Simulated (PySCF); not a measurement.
# [TlCl2]−: other functionals and bases at one geometry

One table from this session's results is given with a row withheld; the runs are named, their logs left out.

Computed with PySCF 2.14.0. Level: several levels, as the steps say, no spin–orbit coupling.

3 further runs of the same task are left out: 2 for a known fault of the program, 1 that didn't finish. Runs told in other sessions of the task aren't counted.

## Starting geometry

3 atoms, charge -1, spin multiplicity 1.

Bond lengths: Tl1–Cl2 2.684 Å, Tl1–Cl3 2.684 Å. Angles: Cl2–Tl1–Cl3 104.4°.

As a file:

```xyz
3
Cl2Tl
Tl   -0.8502    0.4425    0.0000
Cl    0.6091   -0.3170    2.1207
Cl    0.6091   -0.3170   -2.1207
```

Formal oxidation states: Tl +1. An earlier session relaxed this geometry at BP86, Tl def2-SVP with ECP60, Cl def2-SVP (singlet, point group C2v).

At BP86 on the finer grid: E = -1093.045185 Eh, HOMO -0.75 eV, LUMO 2.42 eV, Mulliken charge on Tl1 +0.04 e, largest force component 0.006 eV/Å. 

Levels to run: r2SCAN; M06-L; BLYP; PBE0; BP86, TZVP; BP86, x2c-SVP. Hardware: 2 threads of Intel Xeon 6975P-C (Granite Rapids), shared host.

Set-up of the first run:

run.py (the lines that set the calculation) reads:

```python
mol = gto.M(atom='''
Tl    -0.85024     0.44246     0.00000
Cl     0.60906    -0.31695     2.12071
Cl     0.60906    -0.31695    -2.12071''',
    basis={'Tl': 'def2-SVP', 'Cl': 'def2-SVP'},
    ecp={'Tl': 'def2-SVP'},
    charge=-1, spin=0)
mf = dft.RKS(mol, xc='R2SCAN')
mf.grids.atom_grid = (75, 302)
mf = mf.density_fit()  # fitting sets: Tl def2-universal-JKFIT, Cl def2-universal-JKFIT
mf.conv_tol = 1e-08; mf.max_cycle = 55
mf.kernel(dm0)  # dm0: the density of the relaxed state
```

Run with:

```console
OMP_NUM_THREADS=2 python run.py
```

Steps of the session up to this table: r2SCAN; M06-L; BLYP; PBE0; BP86, TZVP; BP86, x2c-SVP.

One of the session's tables, all rows but one given; the rest of the session is left out.

| level | HOMO (eV) | gap (eV) | charge on Tl1 (e) | dipole (D) | largest force component (eV/Å) |
| --- | --- | --- | --- | --- | --- |
| BP86 (relaxed here) | -0.75 | 3.17 | 0.04 | 5.14 | 0.01 |
| r2SCAN | -0.98 | 3.63 | 0.14 | 5.53 | 0.10 |
| M06-L | -0.85 | 3.67 | 0.23 | 5.81 | 0.14 |
| BLYP | ? | ? | ? | ? | ? |
| PBE0 | -1.74 | 4.80 | 0.14 | 5.62 | 0.11 |
| BP86, TZVP | -1.31 | 3.34 | 0.26 | 6.16 | 0.07 |
| BP86, x2c-SVP | -0.74 | 3.19 | 0.07 | 5.16 | 0.22 |

**Question.** Estimate the row for BLYP.

**Answer.** HOMO (eV): -0.42; gap (eV): 3.03; charge on Tl1 (e): 0.01; dipole (D): 4.96; largest force component (eV/Å): 0.21. In the column «HOMO (eV)» it is the highest.

The dipole of a charged species depends on the origin, so these sizes hold for this origin alone.

In one basis the HOMO–LUMO gap runs from 3.03 eV (BLYP) to 4.80 eV (PBE0). The largest leftover force, 0.22 eV/Å with BP86, x2c-SVP, stands at a geometry relaxed at another level. Total energies of different levels can't be compared.
